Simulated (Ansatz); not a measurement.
# Zn8O6F: the cost of one run

Method: DFT PBE, plane waves, PAW, scalar-relativistic, no spin polarisation, in Ansatz 0.2.0.

## Step 1: The starting structure

The cell holds 15 atoms (FO6Zn8): a = 6.499 Å, b = 5.628 Å, c = 5.206 Å, α = 90.00°, β = 90.00°, γ = 90.00°.

Coordinates:

```xyz
15
Lattice="-3.2493 -5.6280 0.0000 4.8740 -2.8140 0.0000 0.0000 0.0000 5.2057" Properties=species:S:1:pos:R:3 pbc="T T T"
Zn   -0.0193   -3.7779    2.5824
Zn    1.6108   -4.6934   -0.0124
O    -0.0024   -3.7319    4.5445
Zn    3.2128   -3.6877    2.5500
Zn   -0.0608   -1.8709    0.0135
O     0.0406   -1.8246    2.0016
O     3.2687   -3.7581    4.5742
Zn    1.6436   -0.9544    2.6101
Zn    3.2744   -1.8705   -0.0416
O     3.1947   -1.8912    1.9489
O     1.5953   -0.9137    4.5940
Zn    1.6281   -6.6472    2.6228
Zn   -1.6292   -4.7065   -0.0034
O    -1.5882   -4.6830    1.9390
F     1.6225   -6.5689    4.6018
```

## Step 2: Relaxing end A

The input, input.yaml:

```yaml
crystal:
  lattice:
    - [-3.249308, -5.627967, 0.0]
    - [4.873962, -2.813983, 0.0]
    - [0.0, 0.0, 5.205709]
  atoms:
    - { symbol: Zn, position: [0.5049333, 0.3326702, 0.4960664] }
    - { symbol: Zn, position: [0.5015244, 0.6648351, -0.0023875] }
    - { symbol: O, position: [0.4975052, 0.3311773, 0.8729861] }
    - { symbol: Zn, position: [0.2442383, 0.8220063, 0.4898466] }
    - { symbol: Zn, position: [0.2539967, 0.1568601, 0.0025891] }
    - { symbol: O, position: [0.2400232, 0.1683432, 0.384505] }
    - { symbol: O, position: [0.2493194, 0.8368672, 0.8786849] }
    - { symbol: Zn, position: [0.0007323, 0.3377129, 0.5013885] }
    - { symbol: Zn, position: [-0.0026604, 0.6700382, -0.00799] }
    - { symbol: O, position: [0.0062243, 0.6596208, 0.3743822] }
    - { symbol: O, position: [-0.0009774, 0.3266489, 0.8824945] }
    - { symbol: Zn, position: [0.7605673, 0.8410785, 0.5038347] }
    - { symbol: Zn, position: [0.7525506, 0.1674404, -0.0006492] }
    - { symbol: O, position: [0.746264, 0.171653, 0.37247] }
    - { symbol: F, position: [0.7505551, 0.8332601, 0.8839869] }
total_charge: 1
basis:
  ecutwfc: 420.0
kpoints:
  mp_grid: { grid: [2, 2, 2] }
hamiltonian:
  xc: pbe
  pseudopotentials: { kind: paw, azcp: { folder: soft_1 } }
scf:
  occupations: { method: fermi_dirac, width: 0.02 }
  lower_state_search: "off"
relax:
  f_tol: 0.03
  max_steps: 60
  adjacent_minimum: "off"
output:
  write_density: true
  write_potential: true
  elf: true
  volumetric_format: npy
```

On the command line:

```
ansatz run input.yaml --threads 1 --pin off --max-ram 3072MiB --backend cpu --events-out ev --progress --plain --runs-dir out
```

What time and memory should one allow on 1 thread of Arm Neoverse V1, shared host?

About 65 s, with a peak of 0.48 GiB.
